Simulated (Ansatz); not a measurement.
# InF₃: vertical ionisation energy

An exercise on one series of results from a longer session: the logs are not shown, and one member is left open.

Computed with Ansatz 0.2.0, Gaussian basis. Level: unrestricted cation, the program's frozen cores in correlated methods.

Levels to be run: UKS PBE-D4/def2-TZVPP; UKS r2SCAN-D4/def2-TZVPP; UKS PBE0-D4/def2-TZVPP; UKS B3LYP-D4/def2-TZVPP; UKS wB97X-V/def2-TZVPP; UKS wB97M-V/def2-TZVPP; UKS B2PLYP/def2-TZVPP; UHF-CCSD(T)/def2-TZVPP; UHF-MP2/def2-QZVPP; extrapolation to the limit; then −ε(HOMO) from the neutral's earlier runs with LDA (SPW92), PBE-D4, revPBE-D4, BLYP-D4, r2SCAN-D4, B97M-V, PBE0-D4, B3LYP-D4, r2SCANh-D4, r2SCAN0-D4, HSE06-D4, BHLYP-D4, CAM-B3LYP-D4, LC-ωPBE, ωB97X-V, ωB97M-V.

1 further run of the same task is left out (it didn't finish).

## The geometry

The geometry comes from an earlier relaxation with PBE0-D4 in a triple-zeta def2 set; it is a stationary point. In takes the def2 core potential; no spin-orbit term is included.

SMILES `[F][In]([F])[F]`, 4 atoms, charge 0, spin multiplicity 1.

Atoms are counted from 1 here; the program's logs count them from 0.

Bond lengths: F1–In2 1.918 Å, In2–F3 1.918 Å, In2–F4 1.918 Å. Angles: F1–In2–F3 120.0°, F1–In2–F4 120.0°, F3–In2–F4 120.0°.

The first run:

Input file in.yaml:

```yaml
crystal:
  periodic: [false, false, false]
  atoms:
    - {symbol: F, position_ang: [-1.305657, -0.375485, 1.339823]}
    - {symbol: In, position_ang: [0.013932, -0.015074, -0.005127]}
    - {symbol: F, position_ang: [1.768078, -0.777134, 0.143748]}
    - {symbol: F, position_ang: [-0.420952, 1.107392, -1.498744]}
basis:
  gaussian: {orbitals: def2-TZVPP}
total_charge: 1
magnetization: {spin_polarized: true, initial_magnetization: 1}
hamiltonian: {xc: pbe, dispersion: d4}
```

Launch:

```console
$ ansatz run in.yaml --threads 2 --pin off --events-out ev --progress --plain --max-ram 32768MiB --backend cpu
```

Steps of the session up to this table: Cation, UKS PBE-D4/def2-TZVPP; Cation, UKS r2SCAN-D4/def2-TZVPP; Cation, UKS PBE0-D4/def2-TZVPP; Cation, UKS B3LYP-D4/def2-TZVPP; Cation, UKS wB97X-V/def2-TZVPP; Cation, UKS wB97M-V/def2-TZVPP; Cation, UKS B2PLYP (frozen core)/def2-TZVPP; Cation, UHF-CCSD(T)/def2-TZVPP; Cation, UHF-MP2/def2-QZVPP.

One of the session's tables, all rows but one given; the rest of the session is left out.

It belongs to the step «Ionisation energies side by side». For comparison, −ε(HOMO) of the neutral from earlier runs:

| functional | −ε(HOMO) (eV) |
| --- | --- |
| LDA (SPW92) | 9.50 |
| PBE-D4 | 9.18 |
| revPBE-D4 | 9.07 |
| BLYP-D4 | 9.14 |
| r2SCAN-D4 | 9.62 |
| B97M-V | 9.72 |
| PBE0-D4 | 11.14 |
| B3LYP-D4 | 10.87 |
| r2SCANh-D4 | 10.36 |
| r2SCAN0-D4 | 11.48 |
| HSE06-D4 | 10.73 |
| BHLYP-D4 | 13.09 |
| CAM-B3LYP-D4 | 12.72 |
| LC-ωPBE | ? |
| ωB97X-V | 13.66 |
| ωB97M-V | 13.63 |

Q: Estimate the row for LC-ωPBE from the others.

**Answer.** −ε(HOMO) (eV): 13.97. In the column «−ε(HOMO) (eV)» it is the highest.

Caveats from the session: The cation may have settled in a state other than its lowest; no search over hole states beyond the program's own was made.
